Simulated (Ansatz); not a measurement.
**CuS3: a trial structure relaxed**

Where does CuS3 go from the start given, ReO3 type (Pm-3m, No. 221)?

Program: Ansatz 0.2.0. Level of theory: DFT PBE, scalar-relativistic, plane waves, PAW. These are calculated values, not measurements.

## 1. The starting structure

It takes space group Pm-3m (No. 221, cubic). The conventional cell has a = 4.577 Å, b = 4.577 Å, c = 4.577 Å, α = 90.00°, β = 90.00°, γ = 90.00°. Around Cu (site symmetry m-3m) lie 6 S at 2.29 Å. Around S (site symmetry 4/mmm) lie 2 Cu at 2.29 Å.

As a file:

```
Cu S
1.0
     4.57714    0.00000    0.00000
     0.00000    4.57714    0.00000
     0.00000    0.00000    4.57714
Cu S
1 3
Direct
  0.00000 0.00000 0.00000
  0.50000 0.00000 0.00000
  0.00000 0.50000 0.00000
  0.00000 0.00000 0.50000
```

## 2. A first look at the start

The input, input.yaml:

```yaml
crystal:
  lattice:
    - [4.5771432395, 0.0, 0.0]
    - [0.0, 4.5771432395, 0.0]
    - [0.0, 0.0, 4.5771432395]
  atoms:
    - { symbol: Cu, position: [0.0, 0.0, 0.0], spin: 1.0 }
    - { symbol: S, position: [0.5, 0.0, 0.0] }
    - { symbol: S, position: [0.0, 0.5, 0.0] }
    - { symbol: S, position: [0.0, 0.0, 0.5] }
basis:
  ecutwfc: 420
kpoints:
  mp_grid: { grid: [4, 4, 4] }
hamiltonian:
  xc: pbe
scf:
  occupations: { method: gaussian, width: 0.1 }
  lower_state_search: "off"
output:
  forces: true
  stress: true
  eigenvalues: true
  populations: true
magnetization:
  spin_polarized: true
```

Launch:

```console
$ ansatz run input.yaml --threads 1 --pin off --max-ram 2560MiB --backend cpu --events-out ev --progress --plain --runs-dir out
```

The log of the run, cut to the lines that bear on the results:

```text
[...]
SCF converged after 16 iterations
Magnetization: -0.0000 μB (18.5000 up, 18.5000 down)
Absolute magnetization: 0.0000 μB (∫|ρ↑−ρ↓|, with the PAW one-centre terms)
Spin contamination: 0.0000 ħ² per cell (⟨S²⟩ above its minimum at these occupations)
Per-site moments (μB) at R_I (Å): [(1.4564239161225757e-6, 0.944035793146875), (-5.5047199656321774e-6, 0.944035793146875), (-5.5047199656860945e-6, 0.944035793146875), (-5.5047199656901585e-6, 0.944035793146875)]
Free energy (F): -9327.952882 eV
[...]
E sigma→0 (E₀):  -9327.944691 eV
Entropy (-TS):   -0.016381 eV (-4.095 meV/atom)
Fermi energy:    3.718602 eV
[...]
--- Forces (eV/Å), atoms counted from 1 ---
  atom   1  Cu     0.00000000     0.00000000     0.00000000
  atom   2  S      0.00000000    -0.00000000     0.00000000
  atom   3  S      0.00000000    -0.00000000    -0.00000000
  atom   4  S      0.00000000     0.00000000    -0.00000000
[...]
--- Stress (GPa, compression-positive) ---
       -0.823528      -0.000000       0.000000
       -0.000000      -0.823528       0.000000
        0.000000       0.000000      -0.823528
  P = ⅓ Tr σ = -0.8235 GPa (-8.235 kbar)
--- Band table (eV; the first three rows and the last of 20) ---
  k-point 0 ↑: bands = ["-109.5757", "-66.9398", "-66.9398", "-66.9398", "-9.9303", "-7.6488", "-7.6488", "-0.5559", "-0.5559", "-0.5559", "0.3129", "0.3129", "0.3129", "0.8328", "0.8328", "3.2599", "3.2599", "3.2599", "3.8770", "3.8770", "3.8770", "6.2952", "10.1832"]
[...]
--- Löwdin populations: 4 sites ---
  site symbol       q [e]    m [muB]
     0     Cu     18.1167     0.0000
     1      S      6.2231    -0.0000
     2      S      6.2231    -0.0000
     3      S      6.2231    -0.0000
  spilling = 0.005787 (of n_electrons = 37.000000)
```

Wall time 5.5 s (1 thread of Arm Neoverse V2, shared host); peak memory 0.33 GiB.

Site by site:

```tsv
atom	Löwdin electrons
Cu1	18.12
S2	6.22
S3	6.22
S4	6.22
```

The Löwdin counts miss 0.21 of the 37 electrons, which the atomic orbitals do not span, so they are no charges.

From the probe: pressure -0.8 GPa, largest force 0.00 eV/Å, gap on this mesh none (metal). By this gap the next run takes a mesh of 10×10×10.

## 3. Relaxing cell and atoms

The input, input.yaml:

```yaml
crystal:
  lattice:
    - [4.5771432395, 0.0, 0.0]
    - [0.0, 4.5771432395, 0.0]
    - [0.0, 0.0, 4.5771432395]
  atoms:
    - { symbol: Cu, position: [0.0, 0.0, 0.0] }
    - { symbol: S, position: [0.5, 0.0, 0.0] }
    - { symbol: S, position: [0.0, 0.5, 0.0] }
    - { symbol: S, position: [0.0, 0.0, 0.5] }
basis:
  ecutwfc: 420
kpoints:
  mp_grid: { grid: [10, 10, 10] }
hamiltonian:
  xc: pbe
scf:
  occupations: { method: gaussian, width: 0.1 }
output:
  forces: true
  stress: true
  eigenvalues: true
relax:
  adjacent_minimum: "off"
  f_tol: 0.01
  max_steps: 80
  cell: { stress_tol: 0.05 }
```

Launch:

```console
$ ansatz run input.yaml --threads 1 --pin off --max-ram 2560MiB --backend cpu --events-out ev --progress --plain --runs-dir out
```

The log of the run, cut to the lines that bear on the results:

```text
Warning: RAYON_NUM_THREADS=1 ignored (pool sized by the plan → 1); use --threads N
[...]
Pseudopotentials: kind: paw
Pseudopotential: Cu, paw, valence charge 19, recommended cutoff 420 eV (normal), Cu.paw.azcp
Pseudopotential: S, paw, valence charge 6, recommended cutoff 420 eV (normal), S.paw.azcp
Functional definition: PBE
[...]
Crystal: 4 atoms, lattice volume = 95.892 Å³
Basis set: ecut = 420 eV, 1863 PW (Γ), exchange–correlation on 64×64×64 points (8 copies of the dense FFT grid, shifted against one another)
Bands: 23, of which v1, the nominal top of the filled ones, is band 19 counted from 1 (18 counted from 0)
Symmetry: 48 space group operations
Space group: Pm-3m (ITA 221), of the structure as read, at distance tolerance 4.6e-5 Å
k-points: 56 of 1000
[...]
SCF iter   1: F=—  HF=-9327.886754 eV  |F-HF|=—  |Δ(HF+E_count)|=         —  Δρ=5.51e-3  dr2=1.98e-2  ethr=1.77e-3  ⟨swp⟩=5.8  Hψ=6242  notcnv=0
[...]
--- Stress (GPa, compression-positive) ---
        0.005588      -0.000000      -0.000000
       -0.000000       0.005588      -0.000000
       -0.000000      -0.000000       0.005588
  P = ⅓ Tr σ = 0.0056 GPa (0.056 kbar)
--- Band table (eV; the first three rows and the last of 56) ---
[... band rows left out ...]
[...]
--- Relaxed structure (3 steps of the walk, 3 accepted, 1 SCFs on fresh bases) ---
  F+E_penalty+E_count = -9327.88579016 eV   max|allowed force component| = 8.916e-31 eV/Å   (the final SCF, on the basis selected at the relaxed cell)
  cell:  # Å, volume = 94.8739 Å³
    - [4.560882756941871, 6.4197664812907865e-34, 2.5679065925163143e-34]
    - [-6.419766481290786e-34, 4.560882756941871, 0.0]
    - [1.2839532962581572e-34, 0.0, 4.560882756941871]
  atoms:
    - { symbol: Cu, position: [-1.027273379358596e-38, 1.1556825517390048e-38, 4.280305747330986e-39] }
    - { symbol: S, position: [0.5, -1.070076436674329e-38, 8.560611487882322e-40] }
    - { symbol: S, position: [3.4242445978577665e-39, 0.5, -2.5681834481594117e-39] }
    - { symbol: S, position: [-2.396971218440032e-38, 1.32689478122763e-38, 0.5] }
```

Run time: 25 s. Hardware: 1 thread of Arm Neoverse V2, shared host; peak memory 0.4 GiB.

Step by step:

| step | E - E(step 1) (eV/cell) | largest force component (eV/Å) | pressure (GPa) | volume (Å³) |
| --- | --- | --- | --- | --- |
| 1 | 0.0000 | 0.0000 | -0.58 | 95.89 |
| 2 | -0.0016 | 0.0000 | -0.24 | 95.30 |
| 3 | -0.0020 | 0.0000 | 0.00 | 94.87 |
| 4 | -0.0019 | 0.0000 | 0.01 | 94.87 |

Step 1 is the start. Step 4 repeats the geometry before it on a plane-wave basis chosen anew for that cell, so its energy need not be comparable with the rows above.

|  | before | after | change |
| --- | --- | --- | --- |
| a (Å) | 4.577 | 4.561 | -0.4 % |
| b (Å) | 4.577 | 4.561 | -0.4 % |
| c (Å) | 4.577 | 4.561 | -0.4 % |
| volume (Å³/atom) | 23.97 | 23.72 | -1.1 % |
| shortest distance (Å) | 2.289 | 2.280 | -0.4 % |
| space group (0.01 Å) | Pm-3m | Pm-3m | same |

Forces and stress were held to the start's 48 operations: a distortion of lower symmetry was not tested.

## 4. Variant: mp_grid.shift [0.5, 0.5, 0.5], mixing.algorithm msr1, mixing.beta 0.2

The input, input.yaml:

```yaml
crystal:
  lattice:
    - [4.5608827569, 0.0, 0.0]
    - [0.0, 4.5608827569, 0.0]
    - [0.0, 0.0, 4.5608827569]
  atoms:
    - { symbol: Cu, position: [0.0, 0.0, 0.0] }
    - { symbol: S, position: [0.5, 0.0, 0.0] }
    - { symbol: S, position: [0.0, 0.5, 0.0] }
    - { symbol: S, position: [0.0, 0.0, 0.5] }
basis:
  ecutwfc: 420
kpoints:
  mp_grid: { grid: [10, 10, 10], shift: [0.5, 0.5, 0.5] }
hamiltonian:
  xc: pbe
scf:
  occupations: { method: gaussian, width: 0.1 }
  mixing: { algorithm: msr1, beta: 0.2 }
output:
  forces: true
  eigenvalues: true
  stress: true
```

Launch:

```console
$ ansatz run input.yaml --threads 1 --pin off --max-ram 2560MiB --backend cpu --events-out ev --progress --plain --runs-dir out
```

The log of the run, cut to the lines that bear on the results:

```text
Warning: RAYON_NUM_THREADS=1 ignored (pool sized by the plan → 1); use --threads N
[...]
Pseudopotentials: kind: paw
Pseudopotential: Cu, paw, valence charge 19, recommended cutoff 420 eV (normal), Cu.paw.azcp
Pseudopotential: S, paw, valence charge 6, recommended cutoff 420 eV (normal), S.paw.azcp
Functional definition: PBE
[...]
Crystal: 4 atoms, lattice volume = 94.874 Å³
Basis set: ecut = 420 eV, 1863 PW (Γ), exchange–correlation on 64×64×64 points (8 copies of the dense FFT grid, shifted against one another)
Bands: 23, of which v1, the nominal top of the filled ones, is band 19 counted from 1 (18 counted from 0)
Symmetry: 48 space group operations
Space group: Pm-3m (ITA 221), of the structure as read, at distance tolerance 4.6e-5 Å
k-points: 35 of 1000
[...]
SCF iter   1: F=—  HF=-9327.892493 eV  |F-HF|=—  |Δ(HF+E_count)|=         —  Δρ=5.43e-3  dr2=2.10e-2  ethr=1.77e-3  ⟨swp⟩=5.7  Hψ=3927  notcnv=0
[...]
SCF iter   7: F=-9327.889006 eV  HF=-9327.889006 eV  |F-HF|=2.00e-8  |Δ(HF+E_count)|=   9.14e-8  Δρ=5.14e-6  dr2=2.30e-8  ethr=2.70e-10  ⟨swp⟩=3.9  Hψ=3456  notcnv=0
[...]
SCF converged after 7 iterations
Free energy (F): -9327.889006 eV
[...]
E sigma→0 (E₀):  -9327.875924 eV
Entropy (-TS):   -0.026163 eV (-6.541 meV/atom)
Fermi energy:    3.814343 eV
[...]
--- Forces (eV/Å), atoms counted from 1 ---
  atom   1  Cu    -0.00000000     0.00000000     0.00000000
  atom   2  S      0.00000000    -0.00000000     0.00000000
  atom   3  S      0.00000000    -0.00000000    -0.00000000
  atom   4  S      0.00000000     0.00000000    -0.00000000
[...]
--- Stress (GPa, compression-positive) ---
       -0.029708       0.000000       0.000000
        0.000000      -0.029708      -0.000000
        0.000000       0.000000      -0.029708
  P = ⅓ Tr σ = -0.0297 GPa (-0.297 kbar)
--- Band table (eV; the first three rows and the last of 35) ---
[... band rows left out ...]
[...]
```

It took 3.7 s on 1 thread of Arm Neoverse V2, shared host; peak memory 0.35 GiB.

```tsv
run	ending	energy change	pressure (GPa)	gap (eV)	force (eV/Å)	cycles	time
step 3	converged	0	0.0	0.00	0.00	-	25 s
variant	converged	-0.8 meV/atom	0.0	0.00	0.00	7	3.7 s
```

Changing the k-point mesh and mixing moves the energy by -0.8 meV/atom. Sampling errors of the energy have no fixed sign.

## 5. Results

Formation energies count from the elements, computed with the same settings in runs not shown here.

| quantity | value |
| --- | --- |
| cell | a = 4.561 Å, b = 4.561 Å, c = 4.561 Å, α = 90.00°, β = 90.00°, γ = 90.00° |
| space group | Pm-3m (No. 221) |
| volume | 23.72 Å³/atom |
| gap on the mesh | none (metal) |
| formation energy from the elements | +0.870 eV/atom |

**Reading.** The space group stayed Pm-3m, and from the first guess the volume went from 23.97 to 23.72 Å³/atom. The formation energy of +0.87 eV/atom is positive, so the elements lie lower than this structure; another structure of the compound can lie lower. A spin-polarised run here lost its starting moments, which speaks against magnetism, though one start doesn't rule it out.
